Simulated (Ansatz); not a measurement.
# KF (Fm-3m): exact exchange against the cheap answer

Aim: see how the gap and pressure of KF (Fm-3m) move with the amount and range of exact exchange, and what each run costs.

Computed with Ansatz 0.2.0 (DFT at several levels, plane waves, PAW, unless a step's input says otherwise).

1 further run of the same task is left out (set aside as unsound or not needed). Runs told in other sessions of the task aren't counted.

### Step 1. The starting structure

Symmetry: Fm-3m, No. 225, cubic system. Conventional cell: a = 5.347 Å, b = 5.347 Å, c = 5.347 Å, α = 90.00°, β = 90.00°, γ = 90.00°. Around K (site symmetry m-3m) lie 6 F at 2.67 Å. F (site symmetry m-3m) has 6 K at 2.67 Å in its first shell of neighbours.

As a file:

```
K F
1.0
     0.00000    2.67350    2.67350
     2.67350    0.00000    2.67350
     2.67350    2.67350    0.00000
K F
1 1
Direct
  0.00000 0.00000 0.00000
  0.50000 0.50000 0.50000
```

An earlier run on this cell at PBE gave 1.32 GPa at 19.109 Å³/atom (8×8×8 mesh), mesh gap 6.17 eV.

The cell stays fixed from here on.

Levels to run, all on a 4×4×4 mesh: PBE; PBE0 form (fraction 1/ε∞); PBE0 form (fraction 0.35); HSE06 form (fraction 0.5); B3LYP. Hardware: 4 threads of Arm Neoverse V1, shared host.

### Step 2. PBE

File input.yaml:

```yaml
crystal:
  lattice:
    - [0.0, 2.6734993184, 2.6734993184]
    - [2.6734993184, 0.0, 2.6734993184]
    - [2.6734993184, 2.6734993184, 0.0]
  atoms:
    - { symbol: K, position: [0.0, 0.0, 0.0] }
    - { symbol: F, position: [0.5, 0.5, 0.5] }
basis:
  ecutwfc: 420
  ecutrho_ratio: 4
kpoints:
  mp_grid: { grid: [4, 4, 4] }
hamiltonian:
  xc: pbe
scf:
  occupations: { method: gaussian, width: 0.05 }
output:
  forces: true
  stress: true
  eigenvalues: true
  populations: true
  write_density: true
  write_potential: true
  elf: true
  volumetric_format: npy
```

Command:

```
$ ansatz run input.yaml --threads 4 --pin off --max-ram 8192MiB --backend cpu --events-out ev --progress --plain --runs-dir out
```

Further steps of the session: PBE0 form (fraction 1/ε∞); PBE0 form (fraction 0.35); HSE06 form (fraction 0.5); B3LYP.

What does the calculation give? Wanted: for each run, exact exchange; change of gap; pressure.

The runs gave:

| level | exact exchange | gap on the mesh (eV) | change of gap (eV) | pressure (GPa) | wall time | CPU time |
| --- | --- | --- | --- | --- | --- | --- |
| PBE | 0.00 | 6.17 | 0 | 1.3 | 0.34 s | 0.83 s |
| PBE0 form (fraction 1/ε∞) | 0.50 | 11.86 | +5.69 | -0.6 | 6.4 s | 19 s |
| PBE0 form (fraction 0.35) | 0.35 | 10.08 | +3.91 | 0.0 | 3.7 s | 10 s |
| HSE06 form (fraction 0.5) | 0.50 | 10.25 | +4.08 | -0.5 | 4.1 s | 11 s |
| B3LYP | 0.20 | 8.39 | +2.21 | 0.9 | 2.9 s | 8.7 s |

Changes count from PBE. Times are on 4 threads of Arm Neoverse V1, shared host; the hybrid runs also made densities of states.

Against 6.17 eV at PBE, the runs with exact exchange give 8.39 (B3LYP) to 11.86 eV (PBE0 form (fraction 1/ε∞)). The pressure spans -0.6 to 1.3 GPa, negative where a level wants a smaller cell on this coarse mesh, whose own error is in all of them. The median run with exact exchange took 13 times the CPU time of the cheap one. Gaps are over this coarse mesh alone, and total energies of different levels can't be compared. The program warned that the SCF threshold is loose for the stress of this hybrid run.
